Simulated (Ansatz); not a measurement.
# TaSeS (P3m1) in Ansatz: equation of state

How stiff is TaSeS in PBE, and what volume does it want? The cell is scaled to several volumes.

Program: Ansatz 0.2.0. These are calculated values, not measurements. Logs are shortened: lines on timing, memory, paths and dates and some standing lists are left out, and cuts for length are marked.

## 1. Starting point

The structure is trigonal, space group P3m1 (No. 156). The conventional cell has a = 3.433 Å, b = 3.433 Å, c = 6.400 Å, α = 90.00°, β = 90.00°, γ = 120.00°. Ta (site symmetry 3m) has 3 S at 2.49 Å and 3 Se at 2.62 Å as nearest neighbours. Around Se (site symmetry 3m) lie 3 Ta at 2.62 Å. Around S (site symmetry 3m) lie 3 Ta at 2.49 Å.

The cell comes from a database or a generator and needn't be the stable form of this composition.

## 2. Equation of state, PBE

Potentials or basis: all-electron LAPW, scalar-relativistic.

This step only gathers the single runs of the series.

What came out:

```
Equilibrium volume                        : 21.72 Å³/atom
Bulk modulus at fixed shape and positions : 111 GPa
Pressure derivative of the bulk modulus   : 4.2
```

Energy against volume, from the lowest point:
```tsv
volume (Å³/atom)	energy (meV/atom)
20.471	27.43
20.907	11.17
21.342	2.27
21.778	0.00
22.213	3.71
22.649	12.81
23.085	26.75
```

Caveat: the cell was scaled at fixed shape and fractional positions, which overstates the stiffness of a crystal with free parameters, most of all of layers and chains; this functional lacks dispersion, which binds the layers, so the pressure and a relaxed spacing across them are unreliable.
